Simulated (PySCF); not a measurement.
# Tc³⁺: dipole response in aug-cc-pwCVTZ-PP with ECP28

How polarisable is Tc³⁺ at the levels listed below?

Program: PySCF 2.14.0. Level of theory: unrestricted determinants in a Gaussian basis, no spin-orbit coupling in the energies. These are calculated values, not measurements, unless marked.

## (1) What is computed

```
Element     : technetium (Z = 43)
Basis       : aug-cc-pwCVTZ-PP with ECP28MDF
Hamiltonian : a scalar-relativistic core potential
State 1     : Tc³⁺: [Kr] 4d4, high-spin 5D determinant
Methods     : UHF, PBE
```

Outer shells as boxes (Hund's rule):

Tc3+ [Kr] 4d4
```
[Kr] core
4d [↑ ][↑ ][↑ ][↑ ][  ]
```

One driver process ran all states and methods and kept the integrals in memory. Each run is shown as a PySCF script that sums up its settings (the driver passes frozen orbitals as a list and adds second-order terms of double hybrids); the logs are those of the runs themselves. The driver starts from symmetry-adapted Hartree-Fock orbitals, holds the occupation by maximum overlap and uses a logarithmic radial grid for functionals, so a plain start would take other cycles.

The integrals over 122 functions and the set-up took 1.8 s of CPU time.

## (2) Tc³⁺, method by method

**UHF**

Input file input.py:

```python
from pyscf import gto, scf, dft, mp, cc
import basis_set_exchange as bse
txt = bse.get_basis("aug-cc-pwCVTZ-PP", elements=["Tc"], fmt="nwchem", header=False)
cut = txt.index("\nECP")
mol = gto.M(atom="Tc 0 0 0", charge=3, spin=4, symmetry="D2h",
            basis=gto.basis.parse(txt[:cut]),
            ecp={"Tc": gto.basis.parse_ecp(txt[cut:])})
mf = scf.UHF(mol)
mf.irrep_nelec = {'Ag': (2, 1), 'B1g': (1, 0), 'B2g': (1, 0), 'B3g': (1, 0), 'B1u': (1, 1), 'B2u': (1, 1), 'B3u': (1, 1)}
mf.kernel()
```

Log:

```text
damping factor = 0
level_shift factor = 0
DIIS = <class 'pyscf.scf.diis.CDIIS'>
diis_start_cycle = 1
diis_space = 10
diis_damp = 0
SCF conv_tol = 1e-09
SCF conv_tol_grad = None
number electrons alpha = 8  beta = 4
cycle= 1 E= -78.0637389692314  delta_E= -0.00608  |g|= 0.0303  |ddm|= 0.0422
cycle= 2 E= -78.063989818563  delta_E= -0.000251  |g|= 0.00711  |ddm|= 0.00835
cycle= 3 E= -78.0640049463557  delta_E= -1.51e-05  |g|= 0.000343  |ddm|= 0.00296
cycle= 4 E= -78.0640050282311  delta_E= -8.19e-08  |g|= 9.4e-05  |ddm|= 0.000318
cycle= 5 E= -78.0640050390901  delta_E= -1.09e-08  |g|= 3.95e-05  |ddm|= 0.000129
cycle= 6 E= -78.0640050425122  delta_E= -3.42e-09  |g|= 9.18e-06  |ddm|= 9.39e-05
cycle= 7 E= -78.0640050426784  delta_E= -1.66e-10  |g|= 9.04e-07  |ddm|= 2.52e-05
converged SCF energy = -78.0640050426784  <S^2> = 6.0026379  2S+1 = 5.001055
```

CPU time 45 s on a shared host, the integrals not counted.

Orbital energies by shell (radii are means over both spins):

| shell | electrons | mean orbital energy (eV) | spread (eV) | rms radius (bohr) |
| --- | --- | --- | --- | --- |
| 4s α | 1 | -123.46 | 0 | 1.13 |
| 4s β | 1 | -116.49 | 0 | 1.13 |
| 4p α | 3 | -90.612 | 1.203 | 1.25 |
| 4p β | 3 | -81.668 | 1.712 | 1.25 |
| 4d α | 4 | -43.151 | 1.481 | 1.62 |

⟨S²⟩ = 6.003, ⟨L²⟩ = 6.03.

The driver then solved the coupled dipole response at imaginary frequencies: mean α = 5.105 bohr³ (xx, yy, zz: 4.884, 4.884, 5.546), C₆ = 22.93 au for a like pair.

Energies and moments cover only the electrons outside the core potential.

**PBE**

Changes to input.py:

```diff
@@ -7,3 +7,3 @@
             ecp={"Tc": gto.basis.parse_ecp(txt[cut:])})
-mf = scf.UHF(mol)
+mf = dft.UKS(mol, xc="PBE")
 mf.irrep_nelec = {'Ag': (2, 1), 'B1g': (1, 0), 'B2g': (1, 0), 'B3g': (1, 0), 'B1u': (1, 1), 'B2u': (1, 1), 'B3u': (1, 1)}
```

Log:

```text
damping factor = 0
level_shift factor = 0
DIIS = <class 'pyscf.scf.diis.CDIIS'>
diis_start_cycle = 1
diis_space = 10
diis_damp = 0
SCF conv_tol = 1e-09
SCF conv_tol_grad = None
number electrons alpha = 8  beta = 4
XC functionals = PBE
    J. P. Perdew, K. Burke, and M. Ernzerhof.,  Phys. Rev. Lett. 77, 3865 (1996)
    J. P. Perdew, K. Burke, and M. Ernzerhof.,  Phys. Rev. Lett. 78, 1396 (1997)
    J. P. Perdew, K. Burke, and M. Ernzerhof.,  Phys. Rev. Lett. 77, 3865 (1996)
    J. P. Perdew, K. Burke, and M. Ernzerhof.,  Phys. Rev. Lett. 78, 1396 (1997)
cycle= 1 E= -78.5145957763177  delta_E= -0.00473  |g|= 0.0229  |ddm|= 0.19
cycle= 2 E= -78.514706576082  delta_E= -0.000111  |g|= 0.00633  |ddm|= 0.0152
cycle= 3 E= -78.514715993951  delta_E= -9.42e-06  |g|= 0.000994  |ddm|= 0.00415
cycle= 4 E= -78.5147162407711  delta_E= -2.47e-07  |g|= 0.000139  |ddm|= 0.000944
cycle= 5 E= -78.5147162457222  delta_E= -4.95e-09  |g|= 5.69e-06  |ddm|= 0.000119
cycle= 6 E= -78.5147162457318  delta_E= -9.59e-12  |g|= 2.77e-07  |ddm|= 5.02e-06
converged SCF energy = -78.5147162457318  <S^2> = 6.0004617  2S+1 = 5.0001847
```

CPU time 26 s on a shared host, the integrals not counted.

The driver then solved the coupled dipole response at imaginary frequencies: mean α = 5.607 bohr³ (xx, yy, zz: 5.377, 5.377, 6.066), C₆ = 25.38 au for a like pair.

Radial density 4πr²ρ of Tc³⁺ at UHF, the electrons outside the core potential:

| r (bohr) | density | spin density |
| --- | --- | --- |
| 0.0330 | 2.02e-05 | 0.000 |
| 0.0555 | 5.04e-05 | 0.000 |
| 0.0933 | 0.000182 | 0.000 |
| 0.157 | 0.00159 | 0.000 |
| 0.264 | 0.0256 | 0.008 |
| 0.444 | 0.684 | 0.134 |
| 0.747 | 7.89 | 1.331 |
| 1.26 | 10.2 | 3.135 |
| 2.11 | 1.80 | 1.185 |
| 3.56 | 0.0563 | 0.054 |
| 5.98 | 9.55e-05 | 0.000 |

## (3) Polarisabilities and C₆

Tc³⁺, in atomic units:

| method | mean α | C₆ (like pair) | S(−4) |
| --- | --- | --- | --- |
| UHF | 5.105 | 22.93 | 5.941 |
| PBE | 5.607 | 25.38 | 8.301 |

α(iu) at PBE:

| u (hartree) | α(iu) (bohr³) |
| --- | --- |
| 0 | 5.607 |
| 0.0500 | 5.586 |
| 0.100 | 5.526 |
| 0.200 | 5.307 |
| 0.300 | 5.003 |
| 0.500 | 4.327 |
| 0.750 | 3.566 |
| 1.00 | 2.951 |
| 1.50 | 2.072 |
| 2.00 | 1.502 |
| 3.00 | 0.8637 |
| 5.00 | 0.3757 |

## (4) Summary of results

| quantity | value |
| --- | --- |
| α of Tc³⁺ | 5.105 (UHF) to 5.607 (PBE) bohr³ |

A single London oscillator with the computed α and C₆ of Tc³⁺ at UHF would have ω = 4 C₆ / (3 α²) = 1.17 hartree. All values hold for this basis alone; no basis-set limit was taken.
